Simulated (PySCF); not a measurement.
**How the numerical set-up moves the result for IrBr (triplet)**

The method stays; parts of the set-up, such as the basis or the Hamiltonian, are changed.

Method: method and basis as typed in the scripts; program: PySCF 2.14.0.

2 further runs of the same task are left out: 2 that didn't finish.

### 1 The system as given

IrBr (triplet): 2 atoms, charge 0, spin multiplicity 3.

Bond lengths: Ir1–Br2 2.185 Å.

### 2 The run that the others are compared with

The input, input.py:

```python
from pyscf import gto, scf, mp

mol = gto.M(
    atom='Ir 0 0 0; Br 0 0 2.185',
    basis='def2-svp',
    ecp={'Ir': 'def2-svp'},
    charge=0,
    spin=2,
    verbose=3,
)
mf = scf.ROHF(mol)
mf.level_shift = 0.3
mf.kernel()
mp.MP2(mf).kernel()
mf.dip_moment()
print('orbital energies (hartree):', mf.mo_energy[..., max(0, mol.nelec[1]-3):mol.nelec[0]+3].round(4))
```

On the command line:

```console
$ python input.py
```

Its log is not repeated here.

Base result: E(SCF) = -2675.548028 Eh, E(MP2) − E(SCF) = -0.57712 Eh, μ = 4.27 D (of the SCF density).

The bond length is a typed value, not an optimised one. On these ROHF orbitals the MP2 class gives a UMP2 expression without the singles term, not ROMP2. No search for the lowest state was made; open d or f shells can end in a higher solution. The triplet is typed in the script; nothing here shows that it is the ground state.

### 3 Cartesian functions on

Variant 1 changes Cartesian functions: off → on.

The input, input.py:

```python
from pyscf import gto, scf, mp

mol = gto.M(
    atom='Ir 0 0 0; Br 0 0 2.185',
    basis='def2-svp',
    ecp={'Ir': 'def2-svp'},
    charge=0,
    spin=2,
    cart=True,
    verbose=3,
)
mf = scf.ROHF(mol)
mf.level_shift = 0.3
mf.kernel()
mp.MP2(mf).kernel()
mf.dip_moment()
print('orbital energies (hartree):', mf.mo_energy[..., max(0, mol.nelec[1]-3):mol.nelec[0]+3].round(4))
```

On the command line:

```console
$ python input.py
```

### 4 Core potential off

Variant 2 changes core potential: on → off. The core potential changes with it: totals don't compare.

input.py: that of step 2 with these lines changed.

```diff
@@ -5,3 +5,2 @@
     basis='def2-svp',
-    ecp={'Ir': 'def2-svp'},
     charge=0,
```

What does the calculation give? Wanted: for each run, E(SCF); from base; SCF dipole; after the SCF.

The runs gave:

| run | E(SCF) (hartree) | from base (eV) | SCF dipole (D) | functions | after the SCF |
| --- | --- | --- | --- | --- | --- |
| base | -2675.548028 | 0 | 4.27 | 64 | MP2 correlation -15.704 eV |
| Cartesian functions on | -2675.553466 | -0.1480 | 4.29 | n/a | MP2 correlation -16.526 eV |
| core potential off (poor choice) | -5401.989858 | not comparable | 104.65 | 64 | MP2 correlation -4.671 eV |

**Reading.** Rows marked «poor choice» come from settings spoiled on purpose.
